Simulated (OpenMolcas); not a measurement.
**Mn²⁺: CASSCF terms and fine-structure levels**

Aim: the low terms and levels of Mn²⁺, with their order and spacing.

Method: state-averaged CASSCF, spin-orbit coupling by RASSI with atomic mean-field integrals. Code: OpenMolcas 26.06.

**1. What is computed**

* Species: Mn²⁺ (manganese, Z = 25, 23 electrons)
* Basis: ANO-RCC-MB [4s3p1d], 18 functions
* Scalar Hamiltonian: DKH2, point nucleus
* Inactive shells: 1s 2s 2p 3s 3p
* Active space: 5 electrons in 5 orbitals (3d)
* Some configurations of this space: 3d⁵
* Orbitals: optimised for each spin and parity, averaged over all roots

Outer shells as boxes (Hund's rule):

3d5
```
3d [↑ ][↑ ][↑ ][↑ ][↑ ]
```

The work runs as a chain of OpenMolcas steps in one folder; each step below is one input file. Labels, J, g values, rates, χT and fits are worked out afterwards by a script from the matrices that RASSI stores.

**2. One- and two-electron integrals**

Contents of a.inp:

```
&GATEWAY
Coord
1

Mn 0.0 0.0 0.0
Basis=ANO-RCC-MB
Group=XYZ
NoMove
AngMom=0.0 0.0 0.0
AMFI
&SEWARD
```

**3. CASSCF: sextets of even parity, 1 root**

Contents of a.inp:

```
&RASSCF
FileOrb=start.orb
Symmetry=1
Spin=6
nActEl=5 0 0
Inactive=3 6
Ras2=5 0
CIRoot=1 1 1
SDav=1
CIMx=300
Iter=120 100
PrWF=0.3
OrbListing=Nothing
MaxOrb=0
Atom
>>> COPY $Project.JobIph JOB001
```

start.orb holds the contracted functions of the basis, ordered by shell, or the orbitals of the step before.

**4. CASSCF: quartets of even parity, 24 roots**

Contents of a.inp:

```
&RASSCF
FileOrb=start.orb
Symmetry=1
Spin=4
nActEl=5 0 0
Inactive=3 6
Ras2=5 0
CIRoot=24 24 1
SDav=24
CIMx=300
Iter=120 100
PrWF=0.3
OrbListing=Nothing
MaxOrb=0
Atom
>>> COPY $Project.JobIph JOB002
```

**5. Reference wave functions, doublets of even parity, 75 roots**

Contents of a.inp:

```
&RASSCF
FileOrb=start.orb
Symmetry=1
Spin=2
nActEl=5 0 0
Inactive=3 6
Ras2=5 0
CIRoot=75 75 1
SDav=75
CIMx=300
Iter=120 100
PrWF=0.3
OrbListing=Nothing
MaxOrb=0
Atom
>>> COPY $Project.JobIph JOB003
```

**6. RASSI: spin-orbit coupling between the states**

Contents of a.inp:

```
&RASSI
NrOfJobIphs=3 1 24 75
1
1 2 3 4 5 6 7 8 9 10 11 12 13 14 15 16 17 18 19 20 21 22 23 24
1 2 3 4 5 6 7 8 9 10 11 12 13 14 15 16 17 18 19 20 21 22 23 24 25 26 27
28 29 30 31 32 33 34 35 36 37 38 39 40 41 42 43 44 45 46 47 48 49 50 51
52 53 54 55 56 57 58 59 60 61 62 63 64 65 66 67 68 69 70 71 72 73 74 75
IphNames
JOB001
JOB002
JOB003
EJob
SpinOrbit
DIPRint=1.0
SOCoupling=1000.0
Subsets=2
MEES
Property=10
'ANGMOM' 1 'ANGMOM' 2 'ANGMOM' 3 'MLTPL  1' 1 'MLTPL  1' 2 'MLTPL  1' 3
'AMFI' 1 'AMFI' 2 'AMFI' 3 'MLTPL  2' 6
SOProperty=3
'ANGMOM' 1 'ANGMOM' 2 'ANGMOM' 3
```

(Steps that only read results are left out.)

Before running it: what results should come out? Wanted: lowest level; first excited level; spin-orbit lowering of the lowest level; strongest of the lines computed, by gA.

**Answer**, as computed:

| quantity | value |
| --- | --- |
| method | CASSCF |
| lowest level | 3d⁵ ⁶S_5/2, 100 % of that term, g = 2.002 |
| ground level listed by NIST | 6S5/2 |
| first excited level | 3d⁵ ⁴G_5/2 at 30082 cm⁻¹ |
| spin-orbit lowering of the lowest level | 13.8 cm⁻¹ |
| strongest of the lines computed, by gA (one parity, so forbidden lines), at CASSCF energies | 3d⁵ ²D_5/2(3) → 3d⁵ ²F_7/2(1), 180.8 nm, A = 2.90e+01 s⁻¹ |

In words: The computed levels miss the measured ones by 6100 cm⁻¹ on average. Only the configurations of the active space and the roots asked for are present. Only valence configurations of the active space appear, up to the ionisation limit; * or ° marks odd parity.
